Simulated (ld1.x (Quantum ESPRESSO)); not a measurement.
**A TM potential for hafnium, from input to tests**

Do these settings give a usable potential? It is generated, then checked for transferability, scattering, ghosts and hardness.

Program: ld1.x (Quantum ESPRESSO) 7.5. Reference atom: PBEsol, scalar-relativistic, spherical and spin-unpolarised. All values are calculated.

## Step 1: The design

Typed settings, in words:

- element: hafnium (Hf, Z = 72)
- type: norm-conserving Troullier–Martins (Kleinman–Bylander form)
- frozen core: [Xe] 4f14
- valence charge: 4
- reference configuration: 5d2 6s2 6p0
- partial waves: 6s (bound): rc 2.60 bohr; 6p (bound, empty): rc 3.85 bohr; 5d (bound): rc 2.45 bohr
- local potential: the d channel
- core correction: not asked for

An earlier all-electron run gives the scale for the radii.

All-electron outer shells of the reference configuration (PBEsol, scalar-relativistic, ld1.x):

| shell | level (eV) | outermost node (bohr) | outermost maximum (bohr) |
| --- | --- | --- | --- |
| 5p | -35.59 | 0.60 | 1.16 |
| 4f | -16.86 | – | 0.45 |
| 6s | -5.13 | 1.37 | 2.89 |
| 5d | -2.71 | 0.67 | 1.69 |
| 6p | -1.37 | 1.66 | 4.05 |

## Step 2: Generation

Input file Hf.in:

```
 &input
   title='Hf', zed=72., rel=1, dft='PBESOL', iswitch=3,
   config='[Xe] 4f14 5d2 6s2 6p0',
   nld=3, rlderiv=4.20, eminld=-2.0, emaxld=5.0, deld=0.02
 /
 &inputp
   pseudotype=2, tm=.true., lloc=2,
   nlcc=.false.,
   file_pseudopw='Hf.UPF', file_wfcaegen='ae.wfc', file_wfcncgen='nc.wfc', file_beta='beta', file_chi='chi'
 /
3
6S  1  0   2.00   0.00  2.60  2.60  0.0
6P  2  1   0.00   0.00  3.85  3.85  0.0
5D  3  2   2.00   0.00  2.45  2.45  0.0
 &test
   configts(1)='5d2 6s2 6p0'
 /
```

On the command line:

```bash
$ ld1.x < Hf.in > Hf.out
```

Output in Hf.out (without the banner and most projector matrices):

```text
     Program LD1 v.7.5
     --------------------------- All-electron run ----------------------------

     Hf
     scalar relativistic calculation

     atomic number is 72.00
     dft =PBESOL   lsd =0 sic =0 latt =0  beta=0.20 tr2=1.0E-14
     Exchange-correlation= PBESOL
                           (   1   4  10   8   0   0   0)
     mesh =1271 r(mesh) =  99.31870 a.u. xmin = -7.00 dx = 0.01250
     1 Ry =  13.60569312 eV, c = 137.03599908

     n l     nl                  e(Ry)          e(Ha)          e(eV)
     1 0     1S 1( 2.00)     -4796.7939     -2398.3969    -65263.7055
     2 0     2S 1( 2.00)      -820.3622      -410.1811    -11161.5962
     2 1     2P 1( 6.00)      -720.3752      -360.1876     -9801.2035
     3 0     3S 1( 2.00)      -186.9045       -93.4523     -2542.9654
     3 1     3P 1( 6.00)      -157.0399       -78.5200     -2136.6369
     4 0     4S 1( 2.00)       -37.6315       -18.8158      -512.0027
     4 1     4P 1( 6.00)       -27.8339       -13.9169      -378.6989
     3 2     3D 1(10.00)      -121.6905       -60.8453     -1655.6841
     5 0     5S 1( 2.00)        -4.9274        -2.4637       -67.0408
     5 1     5P 1( 6.00)        -2.6158        -1.3079       -35.5894
     4 2     4D 1(10.00)       -15.1783        -7.5891      -206.5111
     4 3     4F 1(14.00)        -1.2392        -0.6196       -16.8599
     5 2     5D 1( 2.00)        -0.1995        -0.0997        -2.7141
     6 0     6S 1( 2.00)        -0.3771        -0.1885        -5.1307
     6 1     6P 1( 0.00)        -0.1007        -0.0503        -1.3700

     final scf error:  7.2E-15 reached in  28 iterations

     Etot =  -30147.327533 Ry,  -15073.663767 Ha, -410175.286894 eV

     Ekin =   33034.001471 Ry,   16517.000736 Ha,  449450.486645 eV
     Encl =  -74387.071457 Ry,  -37193.535728 Ha,-1012087.666560 eV
     Eh   =   11811.775690 Ry,    5905.887845 Ha,  160707.395270 eV
     Exc  =    -606.033237 Ry,    -303.016619 Ha,   -8245.502249 eV

     normalization and overlap integrals

     s(1S/1S) =  1.000000  <r> =   0.0190  <r2> =    0.0005  r(max) =   0.0120
     s(2S/2S) =  1.000000  <r> =   0.0804  <r2> =    0.0076  r(max) =   0.0679
     s(2P/2P) =  1.000000  <r> =   0.0717  <r2> =    0.0063  r(max) =   0.0556
     s(3S/3S) =  1.000000  <r> =   0.2087  <r2> =    0.0498  r(max) =   0.1917
     s(3P/3P) =  1.000000  <r> =   0.2086  <r2> =    0.0504  r(max) =   0.1893
     s(4S/4S) =  1.000000  <r> =   0.4683  <r2> =    0.2477  r(max) =   0.4375
     s(4P/4P) =  1.000000  <r> =   0.4978  <r2> =    0.2820  r(max) =   0.4599
     s(3D/3D) =  1.000000  <r> =   0.1890  <r2> =    0.0419  r(max) =   0.1550
     s(5S/5S) =  1.000000  <r> =   1.1347  <r2> =    1.4492  r(max) =   1.0109
     s(5P/5P) =  1.000000  <r> =   1.3424  <r2> =    2.0513  r(max) =   1.1599
     s(4D/4D) =  1.000000  <r> =   0.5353  <r2> =    0.3325  r(max) =   0.4716
     s(4F/4F) =  1.000000  <r> =   0.6774  <r2> =    0.5955  r(max) =   0.4542
     s(5D/5D) =  1.000000  <r> =   2.5039  <r2> =    7.8670  r(max) =   1.6876
     s(6S/6S) =  1.000000  <r> =   3.4362  <r2> =   13.4643  r(max) =   2.8888
     s(6P/6P) =  1.000000  <r> =   5.0709  <r2> =   30.0624  r(max) =   4.0484

     ------------------------ End of All-electron run ------------------------

     --------------------- Generating NC pseudopotential ---------------------

      Generating local pot.: lloc=2, matching radius rcloc =   2.4500

      Wfc   6S  rcut= 2.581  Using Troullier-Martins method

      Wfc   6P  rcut= 3.851  Using Troullier-Martins method

     ------------------- End of pseudopotential generation -------------------

     [... the all-electron block is printed once more ...]


     Computing logarithmic derivative in   4.17704
     Message from routine run_pseudo:
     Warning: convergence not achieved
     Computing logarithmic derivative in   4.17704
     Computing the partial wave expansion
     R is outside the sphere for l=    0 j= 0.00
     R is outside the sphere for l=    1 j= 0.00
       no projector for channel:   2

     ---------------------- Testing the pseudopotential ----------------------

     Hf
     scalar relativistic calculation

     atomic number is 72.00   valence charge is  4.00
     dft =PBESOL   lsd =0 sic =0 latt =0  beta=0.20 tr2=1.0E-14
     mesh =1271 r(mesh) =  99.31870 xmin = -7.00 dx = 0.01250

     n l     nl             e AE (Ry)        e PS (Ry)    De AE-PS (Ry)
     3 2     5D   1( 2.00)       -0.19948       -0.19948        0.00000
     1 0     6S   1( 2.00)       -0.37710       -0.37710        0.00000
     2 1     6P   1( 0.00)       -0.10069       -0.10069        0.00000

     eps = 2.6E-10  iter =201

     Etot =  -30147.327533 Ry,  -15073.663767 Ha, -410175.286894 eV
     Etotps =    -5.539761 Ry,      -2.769880 Ha,     -75.372286 eV

     Ekin =       5.016360 Ry,       2.508180 Ha,      68.251053 eV
     Encl =     -14.525006 Ry,      -7.262503 Ha,    -197.622780 eV
     Ehrt =       4.871657 Ry,       2.435829 Ha,      66.282276 eV
     Ecxc =      -1.620373 Ry,      -0.810186 Ha,     -22.046293 eV
     Epseu=       0.717601 Ry,       0.358800 Ha,       9.763458 eV

     ---------------------- End of pseudopotential test ----------------------
```

It took 4.5 s on 1 thread of Intel Xeon Platinum 8488C, shared host. This counts the later configuration tests of the new file too.

All-electron and pseudo partial waves u(r) = r·R(r), from the program's wave files:

```csv
r (bohr),6s AE,6s PS,6p AE,6p PS
0.192,-0.0855,0.0161,-0.0543,0.0017
0.385,0.1711,0.0338,0.1131,0.0069
0.578,-0.0538,0.0546,0.0065,0.0158
0.770,-0.2519,0.0802,-0.1324,0.0283
0.962,-0.2715,0.1127,-0.1937,0.0448
1.155,-0.1688,0.1544,-0.1829,0.0656
1.348,-0.0154,0.2068,-0.1275,0.0909
1.540,0.1422,0.2698,-0.0511,0.1207
1.732,0.2820,0.3413,0.0315,0.1548
1.925,0.3959,0.4164,0.1123,0.1931
2.118,0.4820,0.4864,0.1865,0.2344
2.310,0.5425,0.5429,0.2518,0.2771
2.502,0.5816,0.5816,0.3081,0.3194
2.695,0.6029,0.6029,0.3556,0.3596
2.888,0.6096,0.6096,0.3947,0.3955
3.080,0.6048,0.6048,0.4256,0.4255
3.272,0.5912,0.5912,0.4492,0.4491
3.465,0.5708,0.5708,0.4664,0.4664
3.658,0.5455,0.5455,0.4778,0.4778
3.850,0.5171,0.5171,0.4840,0.4840
4.043,0.4864,0.4864,0.4857,0.4857
4.235,0.4548,0.4548,0.4836,0.4836
4.428,0.4227,0.4227,0.4782,0.4782
4.620,0.3912,0.3912,0.4702,0.4702
4.812,0.3605,0.3605,0.4600,0.4600
5.005,0.3309,0.3309,0.4482,0.4482
```

## Step 3: Configuration tests

Input file Hf.test.in:

```
 &input
   title='Hf', zed=72., rel=1, dft='PBESOL', iswitch=2,
   config='[Xe] 4f14 5d2 6s2 6p0'
 /
 &test
   file_pseudo='Hf.UPF', nconf=8,
   configts(1)='5d2 6s2 6p0',
   configts(2)='5d2 6s1 6p0',
   configts(3)='5d2 6s0 6p0',
   configts(4)='5d1 6s0 6p0',
   configts(5)='5d3 6s1 6p0',
   configts(6)='5d2.5 6s1.5 6p0',
   configts(7)='5d1 6s2 6p1',
   configts(8)='5d2 6s0 6p1'
 /
```

On the command line:

```bash
$ ld1.x < Hf.test.in > Hf.test.out
```

Hf.test.out, the pseudopotential blocks, each with the warnings that came before it:

```text
     Warning: convergence not achieved
     ---------------------- Testing the pseudopotential ----------------------

     Hf
     scalar relativistic calculation

     atomic number is 72.00   valence charge is  4.00
     dft =PBESOL   lsd =0 sic =0 latt =0  beta=0.20 tr2=1.0E-14
     mesh =1271 r(mesh) =  99.31870 xmin = -7.00 dx = 0.01250

     n l     nl             e AE (Ry)        e PS (Ry)    De AE-PS (Ry)
     3 2     5D   1( 2.00)       -0.19948       -0.19948        0.00000
     1 0     6S   1( 2.00)       -0.37710       -0.37710        0.00000
     2 1     6P   1( 0.00)       -0.10069       -0.10069        0.00000

     eps = 2.5E-11  iter =201

     Etot =  -30147.327533 Ry,  -15073.663767 Ha, -410175.286894 eV
     Etotps =    -5.539761 Ry,      -2.769880 Ha,     -75.372286 eV

     Ekin =       5.016360 Ry,       2.508180 Ha,      68.251053 eV
     Encl =     -14.525006 Ry,      -7.262503 Ha,    -197.622780 eV
     Ehrt =       4.871657 Ry,       2.435829 Ha,      66.282276 eV
     Ecxc =      -1.620373 Ry,      -0.810186 Ha,     -22.046293 eV
     Epseu=       0.717601 Ry,       0.358800 Ha,       9.763458 eV

     ---------------------- End of pseudopotential test ----------------------

     Warning: convergence not achieved
     Warning: n=2, l=1 expected 0 nodes, found 1
     ---------------------- Testing the pseudopotential ----------------------

     Hf
     [...]
     n l     nl             e AE (Ry)        e PS (Ry)    De AE-PS (Ry)
     3 2     5D   1( 2.00)       -0.67976       -0.68144        0.00168
     1 0     6S   1( 1.00)       -0.80898       -0.80986        0.00088
     2 1     6P   1( 0.00)       -0.46543       -0.58694        0.12150  !

     eps = 3.7E-10  iter =201

     Etot =  -30146.738930 Ry,  -15073.369465 Ha, -410167.278537 eV
     Etotps =    -4.950468 Ry,      -2.475234 Ha,     -67.354552 eV
     dEtot_ae =       0.588603 Ry
     dEtot_ps =       0.589293 Ry,   Delta E=      -0.000689 Ry

     [...]
     ---------------------- End of pseudopotential test ----------------------

     ---------------------- Testing the pseudopotential ----------------------

     Hf
     [...]
     n l     nl             e AE (Ry)        e PS (Ry)    De AE-PS (Ry)
     3 2     5D   1( 2.00)       -1.22693       -1.22606       -0.00087
     1 0     6S   1( 0.00)       -1.27842       -1.26818       -0.01024  !
     2 1     6P   1( 0.00)       -0.87096       -0.87096        0.00000

     eps = 6.8E-15  iter = 11

     Etot =  -30145.698005 Ry,  -15072.849002 Ha, -410153.116034 eV
     Etotps =    -3.911106 Ry,      -1.955553 Ha,     -53.213315 eV
     dEtot_ae =       1.629528 Ry
     dEtot_ps =       1.628654 Ry,   Delta E=       0.000874 Ry

     [...]
     ---------------------- End of pseudopotential test ----------------------

     Warning: n=1, l=0 expected 0 nodes, found 1
     ---------------------- Testing the pseudopotential ----------------------

     Hf
     [...]
     n l     nl             e AE (Ry)        e PS (Ry)    De AE-PS (Ry)
     3 2     5D   1( 1.00)       -1.99168       -1.96770       -0.02398  !
     1 0     6S   1( 0.00)       -1.89303       -1.97774        0.08471  !
     2 1     6P   1( 0.00)       -1.40130       -1.40130        0.00000

     eps = 5.4E-15  iter =  6

     Etot =  -30144.097638 Ry,  -15072.048819 Ha, -410131.341933 eV
     Etotps =    -2.319114 Ry,      -1.159557 Ha,     -31.553158 eV
     dEtot_ae =       3.229895 Ry
     dEtot_ps =       3.220647 Ry,   Delta E=       0.009248 Ry

     [...]
     ---------------------- End of pseudopotential test ----------------------

     Warning: convergence not achieved
     ---------------------- Testing the pseudopotential ----------------------

     Hf
     [...]
     n l     nl             e AE (Ry)        e PS (Ry)    De AE-PS (Ry)
     3 2     5D   1( 3.00)       -0.14697       -0.14724        0.00027
     1 0     6S   1( 1.00)       -0.34951       -0.34890       -0.00061
     2 1     6P   1( 0.00)       -0.09180       -0.09148       -0.00033

     eps = 4.3E-10  iter =201

     Etot =  -30147.136839 Ry,  -15073.568420 Ha, -410172.692373 eV
     Etotps =    -5.349365 Ry,      -2.674683 Ha,     -72.781820 eV
     dEtot_ae =       0.190694 Ry
     dEtot_ps =       0.190396 Ry,   Delta E=       0.000298 Ry

     [...]
     ---------------------- End of pseudopotential test ----------------------

     Warning: convergence not achieved
     ---------------------- Testing the pseudopotential ----------------------

     Hf
     [...]
     n l     nl             e AE (Ry)        e PS (Ry)    De AE-PS (Ry)
     3 2     5D   1( 2.50)       -0.17031       -0.17069        0.00038
     1 0     6S   1( 1.50)       -0.36173       -0.36146       -0.00027
     2 1     6P   1( 0.00)       -0.09525       -0.09536        0.00011

     eps = 4.3E-09  iter =201

     Etot =  -30147.235294 Ry,  -15073.617647 Ha, -410174.031918 eV
     Etotps =    -5.447569 Ry,      -2.723784 Ha,     -74.117951 eV
     dEtot_ae =       0.092239 Ry
     dEtot_ps =       0.092192 Ry,   Delta E=       0.000047 Ry

     [...]
     ---------------------- End of pseudopotential test ----------------------

     Warning: convergence not achieved
     Warning: n=3, l=2 expected 0 nodes, found 1
     ---------------------- Testing the pseudopotential ----------------------

     Hf
     [...]
     n l     nl             e AE (Ry)        e PS (Ry)    De AE-PS (Ry)
     3 2     5D   1( 1.00)       -0.36789       -0.78276        0.41487  !
     1 0     6S   1( 2.00)       -0.48357       -0.87479        0.39122  !
     2 1     6P   1( 1.00)       -0.16769       -0.16769        0.00000

     eps = 3.6E-09  iter =201

     Etot =  -30147.179984 Ry,  -15073.589992 Ha, -410173.279390 eV
     Etotps =    -5.228528 Ry,      -2.614264 Ha,     -71.137744 eV
     dEtot_ae =       0.147549 Ry
     dEtot_ps =       0.311233 Ry,   Delta E=      -0.163684 Ry

     [...]
     ---------------------- End of pseudopotential test ----------------------

     BEWARE! Errors in PS-KS equations
     ---------------------- Testing the pseudopotential ----------------------

     Hf
     [...]
     n l     nl             e AE (Ry)        e PS (Ry)    De AE-PS (Ry)
     3 2     5D   1( 2.00)       -0.76367       -1.22606        0.46239  !
     1 0     6S   1( 0.00)       -0.86977       -1.13070        0.26093  !
     2 1     6P   1( 1.00)       -0.52026       -0.52026        0.00000

     eps = 4.0E-15  iter = 23

     Etot =  -30146.392382 Ry,  -15073.196191 Ha, -410162.563516 eV
     Etotps =    -4.431372 Ry,      -2.215686 Ha,     -60.291881 eV
     dEtot_ae =       0.935151 Ry
     dEtot_ps =       1.108389 Ry,   Delta E=      -0.173238 Ry

     [...]
     ---------------------- End of pseudopotential test ----------------------
```

2 tests gave no usable energy difference (5d1 6s2 6p1; 5d2 6s0 6p1).

Excitation and ionisation energies from 5d2 6s2 6p0, with the error of the potential. A star marks tests that logged a warning.

| valence configuration | charge | ΔE all-electron (eV) | error AE − PS (meV) |
| --- | --- | --- | --- |
| 5d2 6s1 6p0 * | +1 | 8.008 | -9.4 |
| 5d2 6s0 6p0 | +2 | 22.171 | +12 |
| 5d1 6s0 6p0 * | +3 | 43.945 | +126 |
| 5d3 6s1 6p0 * | 0 | 2.595 | +4.1 |
| 5d2.5 6s1.5 6p0 * | 0 | 1.255 | +0.6 |

## Step 4: Does it scatter like the atom?

Taken from the files of the generation run. The phase is arctan(r·u′/u) with u = r·R, unwrapped, with energies in Ry. A pole is an energy at which the radial function vanishes at the test radius. The pseudo phase is shifted by a multiple of π to meet the all-electron one at the reference energy. Levels narrower than the energy grid can be missing from the poles. The last column is the largest difference on the grid between −1 and +1 Ry.

| channel | radius (bohr) | reference (Ry) | poles AE | poles PS | window around the reference with phases within 0.05 rad (Ry) | largest difference near zero (rad) |
| --- | --- | --- | --- | --- | --- | --- |
| s | 4.18 | -0.38 | 0.02, 3.11 | 0.02, 2.79 | below 1.0 | 0.018 |
| p | 4.18 | -0.10 | 0.72, 4.07 | -0.27, 0.75, 3.88 | -0.2 to 1.9 | 3.136 |
| d | 4.18 | -0.20 | -0.08, 2.06 | -0.08, 2.07 | the whole range | 0.007 |

Phases (rad) along the scan:

```csv
E (Ry),p AE,p PS,s AE,s PS
-2.00,1.387,4.527,1.376,1.376
-1.52,1.353,4.493,1.331,1.331
-1.04,1.291,4.429,1.226,1.226
-0.56,1.121,4.253,0.404,0.404
-0.08,-0.240,-0.240,-1.510,-1.510
0.40,-1.434,-1.425,-1.712,-1.714
0.88,-1.616,-1.605,-1.923,-1.941
1.36,-1.740,-1.724,-3.104,-3.399
1.84,-2.009,-1.962,-4.407,-4.469
2.32,-3.826,-3.752,-4.600,-4.635
2.80,-4.494,-4.503,-4.678,-4.713
3.28,-4.623,-4.636,-4.729,-4.781
3.76,-4.684,-4.700,-4.776,-4.893
4.24,-4.727,-4.749,-4.837,-5.707
4.72,-4.767,-4.806,-4.964,-7.620
```

## Step 5: Cutoff and ghost test in a Bessel basis

A separate test, outside the generator: the pseudo-atom's Hamiltonian at the reference potential is diagonalised in spherical Bessel functions j_l(qr) that vanish at 20 bohr, with q² up to the cutoff.

All-electron valence levels (Ry): 6s -0.3771, 6p -0.1007, 5d -0.1995. The lowest levels of each channel (Ry) by cutoff; the last column sums, over occupied levels, occupation times the distance from the level at 400 Ry. A positive value at high cutoff is not a bound level.

```csv
cutoff (Ry),s #1,s #2,p #1,p #2,d #1,f #1,Σ f·Δε (mRy)
8,-1.6442,-0.3735,-0.1007,0.0461,-0.0710,0.1039,264.1
10,-2.0749,-0.3754,-0.1007,0.0459,-0.1113,0.1039,179.8
12,-2.3321,-0.3765,-0.1007,-0.0060,-0.1461,0.1039,108.0
15,-2.4606,-0.3769,-0.1821,-0.1007,-0.1713,0.1039,56.8
18,-2.5227,-0.3770,-0.2337,-0.1007,-0.1914,0.1039,16.5
21,-2.5299,-0.3770,-0.2574,-0.1007,-0.1967,0.1039,5.8
25,-2.5307,-0.3770,-0.2689,-0.1007,-0.1987,0.1039,1.6
30,-2.5308,-0.3771,-0.2705,-0.1007,-0.1994,0.1039,0.2
35,-2.5311,-0.3771,-0.2705,-0.1007,-0.1994,0.1039,0.1
40,-2.5313,-0.3771,-0.2706,-0.1007,-0.1994,0.1039,0.1
400,-2.5315,-0.3771,-0.2709,-0.1007,-0.1995,0.1039,0.0
```

The sum stays within 10 mRy from 21 Ry and within 1 mRy from 30 Ry. The sum leaves out empty levels, which can need more. Ghost test: ghost states, bound below the all-electron valence or empty levels of the same l: s at -34.4 eV, p at -3.7 eV.

## Step 6: Outcome

```
                                                quantity                                                                         value
               cutoffs for 10 and 1 mRy, occupied levels                                                               21 Ry and 30 Ry
                                            bound ghosts                                                 s at -34.44 eV, p at -3.69 eV
                            largest test error (AE − PS)  +126 meV, for 5d1 6s0 6p0 (one of 7 tests with a warning) (2 tests unsolved)
largest phase difference near zero energy, channels read                                                                     3.136 rad
```

In words: It has a bound ghost (s, p), a state that the atom doesn't have, and that rules the file out. By total energies transferability is fair for so large an energy: the largest error is 126 meV on 43.9 eV, for 5d1 6s0 6p0. Of the tests 2 gave no usable energy difference, which is a warning in itself. It counts as soft on the atom at that tolerance, with 21 Ry needed at the looser tolerance. The slowest occupied level is 5d: taken alone it needs 25 Ry to come within 1 mRy, against 12 Ry for 6s. Near zero energy the largest phase difference among the channels read is 3.14 rad, in the p channel. A step near π is an extra or missing state, not a misfit of shape. The pseudo curves have a pole with no partner nearby in the atom's: p at -0.27 Ry. All of this concerns the isolated atom, not yet a solid.
